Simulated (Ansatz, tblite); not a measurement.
# [WO3(NH2)]- (H2NO3W−): one state, many levels

An exercise on one series of results from a longer session: the logs are not shown, and one member is left open.

Program: Ansatz 0.2.0, Gaussian basis. Level of theory: as each input shows. These are calculated values, not measurements.

Plan: GFN1-xTB, GFN2-xTB, PBE-D4/def2-TZVPD, r2SCAN-D4/def2-TZVPD, revPBE-D4/def2-TZVPD, HF/def2-TZVPD, ωB97M-V/def2-TZVPD, BLYP-D4/def2-TZVPD, r2SCANh-D4/def2-TZVPD, HSE06-D4/def2-TZVPD, ωB97X-V/def2-TZVPD, PBE-D4/def2-SVPD, PBE0-D4/def2-SVPD, CCSD(T)/def2-SVPD, MP2/def2-TZVPD, RPA/def2-TZVPD.

### The relaxed structure

The geometry is that of the singlet, from an earlier relaxation (PBE-D4/def2-SVPD).

7 atoms, charge -1, spin multiplicity 1.

Bond lengths: W1–O2 1.775 Å, W1–O3 1.773 Å, W1–O4 1.773 Å, W1–N5 2.024 Å, N5–H6 1.022 Å, N5–H7 1.022 Å. Angles: O2–W1–O3 109.6°, O2–W1–O4 109.4°, O2–W1–N5 111.1°, O3–W1–O4 112.1°, O3–W1–N5 107.2°, O4–W1–N5 107.5°, W1–N5–H6 120.4°, W1–N5–H7 120.7°, H6–N5–H7 109.7°.

Formally the metal is d0. W takes a core potential in the def2 sets. No spin-orbit coupling is included. The ion is computed in the gas phase, without counter-ions or solvent.

PBE0-D4/def2-TZVPD was run before; its log isn't repeated, and its numbers join the tables.

The first run:

Tight binding, by tblite at 300 K electronic temperature and without a spin-polarisation term:

```python
tblite.interface.Calculator('GFN1-xTB', numbers, positions, charge=-1, uhf=0).singlepoint()
```

Tight binding, by tblite at 300 K electronic temperature and without a spin-polarisation term:

```python
tblite.interface.Calculator('GFN2-xTB', numbers, positions, charge=-1, uhf=0).singlepoint()
```

start.molden holds the orbitals of an earlier run on this state, given as this run's starting guess.

in.yaml reads:

```yaml
crystal:
  periodic: [false, false, false]
  atoms:
    - {symbol: W, position_ang: [0.367785, 0.646790, 0.223567]}
    - {symbol: O, position_ang: [0.348847, 0.615003, 1.998324]}
    - {symbol: O, position_ang: [2.044098, 0.608929, -0.353410]}
    - {symbol: O, position_ang: [-0.501239, 2.083317, -0.347767]}
    - {symbol: N, position_ang: [-0.567307, -0.975112, -0.545049]}
    - {symbol: H, position_ang: [-0.114002, -1.890386, -0.524628]}
    - {symbol: H, position_ang: [-1.578192, -1.088541, -0.451037]}
basis:
  gaussian: {orbitals: def2-TZVPD, initial_orbitals: start.molden}
total_charge: -1
hamiltonian: {xc: pbe, dispersion: d4}
scf: {omitted_lower_state_checks: [starts]}
output: {orbitals: {seedname: orbitals}}
```

Run with:

```bash
$ ansatz run in.yaml --threads 4 --pin off --events-out ev --progress --plain --max-ram 3916MiB
```

Among the steps run: PBE-D4/def2-TZVPD; r2SCAN-D4/def2-TZVPD; revPBE-D4/def2-TZVPD; HF/def2-TZVPD; ωB97M-V/def2-TZVPD; BLYP-D4/def2-TZVPD; r2SCANh-D4/def2-TZVPD; HSE06-D4/def2-TZVPD; ωB97X-V/def2-TZVPD; PBE-D4/def2-SVPD; PBE0-D4/def2-SVPD; CCSD(T)/def2-SVPD; MP2/def2-TZVPD; RPA/def2-TZVPD.

One table of the session follows, with a row left open; its other results are not shown here.

It belongs to the step «Levels side by side». 

```
                level  HOMO (eV)  LUMO (eV)  gap (eV)
        HF/def2-TZVPD          ?          ?         ?
     PBE-D4/def2-SVPD      -1.50       2.98      4.48
    PBE-D4/def2-TZVPD      -1.42       2.65      4.07
 revPBE-D4/def2-TZVPD      -1.34       2.63      3.97
   BLYP-D4/def2-TZVPD      -1.34       2.62      3.96
 r2SCAN-D4/def2-TZVPD      -1.72       3.23      4.94
r2SCANh-D4/def2-TZVPD      -2.30       3.36      5.66
    PBE0-D4/def2-SVPD      -3.04       3.62      6.67
   PBE0-D4/def2-TZVPD      -2.94       3.19      6.14
  HSE06-D4/def2-TZVPD      -2.54       2.90      5.43
   ωB97X-V/def2-TZVPD      -5.36       4.38      9.74
   ωB97M-V/def2-TZVPD      -5.33       3.80      9.12
```

Estimate the missing values for HF/def2-TZVPD.

As computed: HOMO (eV): -6.67; LUMO (eV): 4.42; gap (eV): 11.09. In the column «HOMO (eV)» it is the lowest.
